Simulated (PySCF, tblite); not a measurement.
# CH₈ClO₂Si₃ radical: geometry, infrared bands and EPR parameters

Wanted: the infrared bands and EPR parameters of CH₈ClO₂Si₃ radical (`[SiH3]CO[SiH2]O[SiH]Cl`), by calculation.

The runs use tblite 0.8.0 and PySCF 2.14.0, with density-fitted response routines of our own; the level of theory stands in each step. All values are computed, except where a source is named. Atoms count from 0, in the outputs and in this text.

### Step 1. The molecule as given

15 atoms, charge 0, multiplicity 2; geometry from: force field or distance geometry start.

Bonds of the start (Å): Si0–C1 1.86, C1–O2 1.39, O2–Si3 1.68, Si3–O4 1.71, O4–Si5 1.72, Si5–Cl6 2.10, Si0–H7 1.46, Si0–H8 1.49, Si0–H9 1.47, C1–H10 1.12, C1–H11 1.11, Si3–H12 1.48, Si3–H13 1.47, Si5–H14 1.48.

### Step 2. Optimising the geometry with GFN2-xTB

The job: settings as JSON, then the geometry in Å.

```
{"job": {"kind": "relax", "xc": "GFN2-xTB", "basis": "xTB"}, "charge": 0, "multiplicity": 2}
Si    -2.755300     0.409000     0.108700
C     -1.332300    -0.761200    -0.169300
O     -0.297000     0.040000    -0.634700
Si     1.138800    -0.756600    -0.983300
O      2.367100     0.411200    -1.174600
Si     2.892700     1.055800     0.326500
Cl     4.989200     0.888400     0.375300
H     -3.796700    -0.170800     0.958300
H     -2.151800     1.583000     0.789100
H     -3.299600     0.807100    -1.194100
H     -1.658800    -1.515800    -0.922700
H     -1.099800    -1.239300     0.805400
H      1.495900    -1.781300     0.030400
H      0.977300    -1.443700    -2.273100
H      2.526100     2.482300     0.430600
```

Started as:

```
OMP_NUM_THREADS=1 python probes_run.py task.json out
```

One launch serves the whole session: the jobs run in the order shown.

Output:

```text
step      E/eV     max force
  0    -658.66674    2.382
  1    -658.90120    1.639
  2    -659.05891    0.874
  3    -659.09837    0.602
  4    -659.13783    0.453
  5    -659.15463    0.426
  6    -659.20102    0.349
  7    -659.21431    0.255
  8    -659.22728    0.277
  9    -659.23845    0.318
 10    -659.25288    0.341
 11    -659.26667    0.283
 12    -659.27767    0.212
 13    -659.28585    0.234
 14    -659.29589    0.317
 15    -659.30853    0.356
 16    -659.31917    0.241
 17    -659.32581    0.174
 18    -659.33080    0.146
 19    -659.33581    0.239
 20    -659.34220    0.288
 21    -659.34936    0.231
 22    -659.35574    0.212
 23    -659.36126    0.192
 24    -659.36676    0.212
 25    -659.37327    0.211
 26    -659.37970    0.183
 27    -659.38479    0.159
 28    -659.38926    0.154
 29    -659.39233    0.221
 30    -659.39500    0.196
 31    -659.39699    0.152
 32    -659.39919    0.091
 33    -659.40039    0.095
 34    -659.40275    0.096
 35    -659.40451    0.114
 36    -659.40625    0.094
 37    -659.40789    0.119
 38    -659.40960    0.106
 39    -659.41084    0.082
 40    -659.41176    0.066
 41    -659.41292    0.085
 42    -659.41467    0.133
 43    -659.41669    0.134
 44    -659.41817    0.130
 45    -659.41929    0.120
 46    -659.42018    0.099
 47    -659.42175    0.075
 48    -659.42284    0.078
 49    -659.42403    0.089
 50    -659.42508    0.081
 51    -659.42673    0.117
 52    -659.42910    0.135
 53    -659.43098    0.169
 54    -659.43091    0.222
 55    -659.43330    0.084
 56    -659.43385    0.072
 57    -659.43503    0.078
 58    -659.43616    0.095
 59    -659.43796    0.106
 60    -659.43956    0.095
 61    -659.43827    0.208
 62    -659.44091    0.071
 63    -659.44137    0.070
 64    -659.44321    0.068
 65    -659.44392    0.066
 66    -659.44547    0.078
 67    -659.44631    0.087
 68    -659.44754    0.082
 69    -659.44847    0.069
 70    -659.44922    0.076
 71    -659.44971    0.051
 72    -659.45011    0.043
 73    -659.45043    0.040
 74    -659.45078    0.046
 75    -659.45117    0.056
 76    -659.45158    0.054
 77    -659.45202    0.047
 78    -659.45252    0.052
 79    -659.45307    0.057
 80    -659.45370    0.063
 81    -659.45438    0.062
 82    -659.45527    0.071
 83    -659.45640    0.098
 84    -659.45788    0.093
 85    -659.45904    0.085
 86    -659.45989    0.086
 87    -659.46083    0.091
 88    -659.46252    0.103
 89    -659.46544    0.107
 90    -659.46765    0.067
 91    -659.46898    0.081
 92    -659.46981    0.054
 93    -659.47050    0.104
 94    -659.47136    0.064
 95    -659.47282    0.064
 96    -659.47356    0.060
 97    -659.47411    0.072
 98    -659.47450    0.082
 99    -659.47513    0.073
100    -659.47612    0.054
101    -659.47752    0.059
102    -659.47831    0.061
103    -659.47869    0.045
104    -659.47887    0.029
105    -659.47899    0.025
106    -659.47915    0.020
107    -659.47934    0.026
108    -659.47955    0.032
109    -659.47975    0.028
110    -659.47987    0.017
111    -659.47993    0.016
112    -659.47996    0.020
113    -659.48004    0.025
114    -659.48016    0.027
115    -659.48029    0.024
116    -659.48039    0.018
117    -659.48044    0.015
118    -659.48047    0.014
119    -659.48050    0.014
120    -659.48054    0.016
121    -659.48060    0.019
122    -659.48067    0.017
123    -659.48077    0.018
124    -659.48090    0.026
125    -659.48105    0.031
126    -659.48118    0.028
127    -659.48131    0.024
128    -659.48145    0.031
129    -659.48165    0.040
130    -659.48194    0.066
131    -659.48237    0.068
132    -659.48290    0.079
133    -659.48343    0.050
134    -659.48377    0.046
135    -659.48402    0.044
136    -659.48415    0.026
137    -659.48424    0.024
138    -659.48429    0.022
139    -659.48438    0.019
140    -659.48446    0.020
141    -659.48454    0.018
142    -659.48460    0.015
143    -659.48465    0.014
144    -659.48468    0.013
145    -659.48471    0.012
146    -659.48474    0.012
147    -659.48476    0.013
148    -659.48479    0.014
149    -659.48483    0.020
150    -659.48490    0.025
151    -659.48498    0.024
152    -659.48505    0.013
153    -659.48508    0.011
154    -659.48509    0.011
155    -659.48511    0.010
156    -659.48515    0.015
157    -659.48520    0.020
158    -659.48527    0.020
159    -659.48535    0.020
160    -659.48543    0.018
161    -659.48552    0.024
162    -659.48560    0.028
163    -659.48566    0.022
164    -659.48572    0.015
165    -659.48576    0.012
166    -659.48578    0.013
167    -659.48580    0.012
168    -659.48582    0.008
```

It took 1.6 s on 1 thread of Arm Neoverse V1, shared host; peak memory 0.18 GiB.

Relaxation path: (not every step is listed)

```csv
step,energy from step 0 (eV),largest force (eV/Å)
0,0.0000,2.3817
1,-0.2345,1.6392
2,-0.3922,0.8738
3,-0.4316,0.6015
4,-0.4711,0.4527
5,-0.4879,0.4255
6,-0.5343,0.3489
7,-0.5476,0.2546
8,-0.5605,0.2774
23,-0.6945,0.1922
38,-0.7429,0.1059
53,-0.7642,0.1685
68,-0.7808,0.0824
83,-0.7897,0.0977
98,-0.8078,0.0825
113,-0.8133,0.0249
128,-0.8147,0.0314
143,-0.8179,0.0142
158,-0.8185,0.0200
163,-0.8189,0.0223
164,-0.8190,0.0147
165,-0.8190,0.0122
166,-0.8190,0.0132
167,-0.8191,0.0122
168,-0.8191,0.0085
```

Distances of close pairs at the start and the end, largest changes first:

```csv
bond,before (Å),after (Å),change (Å)
O4–Si5,1.716,1.610,-0.106
Si3–O4,1.706,1.616,-0.089
Si5–Cl6,2.104,2.018,-0.085
O2–Si3,1.679,1.609,-0.069
Si0–C1,1.863,1.905,+0.042
Si3–H12,1.485,1.460,-0.025
Si0–H8,1.485,1.461,-0.024
Si5–H14,1.477,1.454,-0.022
```

The next job starts from the end point, and lists it.

### Step 3. Harmonic vibrations with GFN2-xTB

The job: settings as JSON, then the geometry in Å.

```
{"job": {"kind": "ir", "xc": "GFN2-xTB", "basis": "xTB"}, "charge": 0, "multiplicity": 2}
Si    -2.852827     0.414018     0.064344
C     -1.509586    -0.923130    -0.130963
O     -0.279852    -0.258107     0.054897
Si     1.173230    -0.737082    -0.443919
O      2.125060     0.424414     0.154426
Si     3.400910     1.405852     0.139305
Cl     4.794620     0.644188    -1.106352
H     -4.162514    -0.230950    -0.070087
H     -2.704632     1.026028     1.382580
H     -2.663248     1.410809    -0.988936
H     -1.529612    -1.405617    -1.112551
H     -1.594522    -1.721817     0.612346
H      1.605561    -1.995707     0.156012
H      1.259920    -0.743149    -1.902666
H      2.933080     2.698242    -0.336003
```

Output:

```text
mode    cm-1     km/mol
  1       4.1      0.33
  2       8.1      0.33
  3      30.3      2.09
  4      58.8      3.64
  5      82.0      3.76
  6      91.9      0.06
  7     141.3      1.24
  8     187.3      2.97
  9     216.0      4.64
 10     266.2     23.56
 11     483.4     40.98
 12     504.3     16.40
 13     535.5     69.25
 14     547.2     57.89
 15     561.6    158.06
 16     591.7     42.83
 17     621.3     10.12
 18     645.8    233.57
 19     735.3     54.26
 20     744.4     39.19
 21     775.5    188.78
 22     781.3    393.71
 23     783.9    242.03
 24     799.1    241.82
 25     812.3    110.05
 26     833.8    234.64
 27    1100.9    926.79
 28    1149.9     61.69
 29    1206.3     26.69
 30    1287.2      3.12
 31    1484.7      1.15
 32    2250.1    342.44
 33    2253.9    276.39
 34    2278.9    292.20
 35    2283.8    241.98
 36    2293.6    230.52
 37    2297.9    137.83
 38    2902.3     62.63
 39    2929.0     52.41
```

Wall time 0.7 s (1 thread of Arm Neoverse V1, shared host); peak memory 0.18 GiB.

The strongest bands and the atoms that carry them (share of the mass-weighted mode):

```csv
cm⁻¹,km/mol,atoms
781,393.7,"H9 32 %, H7 26 %, H8 20 %"
784,242.0,"H7 23 %, H10 20 %, C1 16 %, H11 14 %"
799,241.8,"H12 31 %, H13 29 %"
1101,926.8,O4 67 %
2250,342.4,H7 96 %
2254,276.4,"H13 64 %, H12 30 %"
2279,292.2,H9 93 %
2284,242.0,H14 94 %
```

### Step 4. EPR parameters: B3LYP/pcH-1

Same as in step 3 but for these lines:

```diff
@@ -1,2 +1,2 @@
-{"job": {"kind": "ir", "xc": "GFN2-xTB", "basis": "xTB"}, "charge": 0, "multiplicity": 2}
+{"job": {"kind": "epr", "basis": "pcH-1"}, "charge": 0, "multiplicity": 2}
 Si    -2.852827     0.414018     0.064344
```

With the program's defaults for keys left out, this is: UKS B3LYP, pcH-1 on C Cl H O Si, non-relativistic, mean-field spin-orbit, GIAO.

Output:

```text
UKS, coarse grid
  cycle   1  E = -1521.98882420  |g| = 7.97e-01
  cycle   2  E = -1521.40856440  |g| = 1.45e+00
  cycle   3  E = -1522.18987980  |g| = 1.33e-01
  cycle   4  E = -1522.19575770  |g| = 7.41e-02
  cycle   5  E = -1522.19780039  |g| = 1.92e-02
  cycle   6  E = -1522.19790815  |g| = 8.28e-03
  cycle   7  E = -1522.19793245  |g| = 1.43e-03
  cycle   8  E = -1522.19793411  |g| = 4.28e-04
UKS, final grid
  cycle   1  E = -1522.19793361  |g| = 4.83e-04
  cycle   2  E = -1522.19793353  |g| = 6.59e-04
  cycle   3  E = -1522.19793371  |g| = 8.22e-05
  cycle   4  E = -1522.19793371  |g| = 2.29e-05
E = -1522.19793371 Eh   <S^2> = 0.7514 (exact 0.7500)
g shifts (ppm)      1          2          3
  rmc          -180       -180       -180
  gc             74         44         81
  oz_so       -1521        -65       4837
  total       -1628       -201       4738
hyperfine (MHz)  atom isotope    a_iso     a_fc   dipolar eigenvalues
    0  29Si       0.03       0.03     -0.11      0.05      0.06
    1   13C       0.46       0.46     -0.15     -0.13      0.29
    2   17O      -0.79      -0.79     -0.37      0.13      0.24
    3  29Si     -10.80     -10.82     -3.47      1.60      1.88
    4   17O     -51.48     -51.34    -22.59     10.72     11.87
    5  29Si    -822.34    -823.18   -141.87     69.44     72.43
    6  35Cl      27.45      27.14    -20.31    -19.34     39.65
    7    1H       0.00       0.00     -0.15     -0.15      0.31
    8    1H       0.00      -0.00     -0.29     -0.29      0.58
    9    1H       0.00       0.00     -0.29     -0.28      0.57
   10    1H      -0.00      -0.00     -0.38     -0.34      0.72
   11    1H       0.09       0.09     -0.36     -0.33      0.69
   12    1H      -0.67      -0.67     -1.22     -1.09      2.32
   13    1H       6.14       6.14     -1.23     -0.87      2.11
   14    1H     202.07     202.06     -6.63     -0.56      7.19
```

It took 2.3 min on 1 thread of Arm Neoverse V1, shared host; peak memory 1.1 GiB.

Principal g values 2.00069, 2.00212, 2.00706; g(iso) = 2.00329, against 2.00232 for a free electron.

Hyperfine couplings; where a row names several nuclei, a(iso) is their mean (it holds for fast rotation or exchange) and the dipolar term the largest among them:

```csv
nuclei,isotope,a(iso) (MHz),"a(iso) (G, at g = 2.0023)",largest dipolar term (MHz)
Si5,29Si,-822.3,-293.4,-141.9
H14,1H,202.1,72.1,7.2
O4,17O,-51.5,-18.4,-22.6
Cl6,35Cl,27.4,9.8,39.7
Si3,29Si,-10.8,-3.9,-3.5
"H12, H13",1H,2.7,1.0,2.3
O2,17O,-0.8,-0.3,-0.4
C1,13C,0.5,0.2,0.3
"H10, H11",1H,0.0,0.0,0.7
Si0,29Si,0.0,0.0,-0.1
"H7, H8, H9",1H,0.0,0.0,0.6
```

Mulliken spin populations:

Si0 0.00; C1 0.00; O2 0.00; Si3 0.00; O4 0.04; Si5 0.79; Cl6 0.07; H7 0.00; H8 0.00; H9 0.00; H10 0.00; H11 0.00; H12 0.00; H13 0.00; H14 0.09

In first order the couplings over 0.8 MHz of 1H, 35Cl give 24 distinct lines over 103.4 G, if the averaged nuclei exchange fast.

The fields below are evaluated on a grid from the run's orbitals.

ELF in a plane through or near 6 of the atoms.

Values, 10 rows by 14 columns:
```
0.00 0.00 0.00 0.00 0.00 0.00 0.00 0.00 0.00 0.00 0.00 0.00 0.00 0.00
0.00 0.00 0.00 0.11 0.49 0.02 0.00 0.00 0.00 0.00 0.00 0.00 0.00 0.00
0.00 0.00 0.00 0.90 1.00 0.66 0.00 0.00 0.04 0.11 0.04 0.00 0.00 0.00
0.00 0.04 0.07 0.60 0.99 0.04 0.00 0.01 0.16 0.55 0.18 0.20 0.00 0.00
0.00 0.51 0.82 0.71 0.21 0.69 0.04 0.75 0.08 0.81 0.49 1.00 0.22 0.00
0.00 0.61 0.35 0.78 0.22 0.69 0.08 0.80 0.46 0.88 0.83 1.00 0.15 0.00
0.00 0.20 0.76 0.73 0.01 0.13 0.36 0.29 0.76 0.24 0.02 0.31 0.00 0.00
0.00 0.00 0.07 0.05 0.00 0.43 0.68 0.02 0.18 0.04 0.00 0.00 0.00 0.00
0.00 0.00 0.00 0.00 0.00 0.16 0.25 0.00 0.00 0.00 0.00 0.00 0.00 0.00
0.00 0.00 0.00 0.00 0.00 0.00 0.00 0.00 0.00 0.00 0.00 0.00 0.00 0.00
```
The map spans 15.0 Å across and 9.7 Å up, centred on the molecule. Atoms in the plane (x, y in Å): Si0 (2.8, 0.8), C1 (1.6, -0.7), O2 (0.3, -0.2), Si3 (-1.1, -0.9), H7 (4.2, 0.3), H14 (-3.3, 2.3).

log10 of the density (e/Å³) in the same plane.

Ten even steps from ' ' (-4.0) to '@' (1.6):
```
                                                        
            ........                                    
          ..::----::..            ......                
        ..::--======::..      ..::::::::::..            
        ::--==++++++--::      ..::--------::..          
    ..::--==++####++==::..  ..::--==++++==--::..        
  ..::--====++****++==--::::::--==++****++==--::..      
  ::--==++++******++++==--========**##%%**++==--::..    
..--==++**************++==++++++++**@@@@****++==::..    
..--++**##%%##******##**++**####**********##**==::..    
..--++**##@@##++++********##%%######********++--::..    
..--==++**##**++==++**%%@@**##**####**++====--::..      
  ::--==++**++======++##%%**++**####++==----::::..      
  ..::--====------==++****++====++++==--::....          
    ..::::--::::::--==++++==----====--::..              
          ..    ..::--====--::::--::::..                
                ..::::----::::........                  
                    ..::....                            
                                                        
                                                        
```
The map spans 15.0 Å across and 9.7 Å up, centred on the molecule. Atoms in the plane (x, y in Å): Si0 (2.8, 0.8), C1 (1.6, -0.7), O2 (0.3, -0.2), Si3 (-1.1, -0.9), H7 (4.2, 0.3), H14 (-3.3, 2.3).

On the surface of density 0.002 e/bohr³ the electrostatic potential runs, from the 1st to the 99th percentile, from -1.05 V near O2 to 1.40 V near H12.

The spin density lies nearest to Si5 68 %; H14 13 %; Cl6 10 %; O4 8 %.

### Step 5. Summary of results

| quantity | value |
| --- | --- |
| strongest single infrared mode (GFN2-xTB) | 1101 cm⁻¹, 927 km/mol |
| zero-point energy (GFN2-xTB) | 53.7 kcal/mol |
| g(iso) (B3LYP) | 2.00329 |
| ⟨S²⟩ | 0.751 (exact 0.75) |
| largest a(iso) (averaged by class) | 29Si on Si5, -822.3 MHz |
| surface potential, 1st and 99th percentile | -1.05 V and 1.40 V |

**Reading.** Over 168 steps the energy fell by 0.819 eV; of the close pairs, O4–Si5 changed most, 1.716 to 1.610 Å. All 39 modes are real, so the xTB geometry is a minimum. The strongest single mode, at 1101 cm⁻¹, moves mainly O4. Unscaled tight-binding wavenumbers are off by several per cent, some by more. Its intensities can rank the bands wrongly. Most of the unpaired spin sits on Si5 (0.79 e). The isotropic g lies 1.0 ppt above the free-electron value.
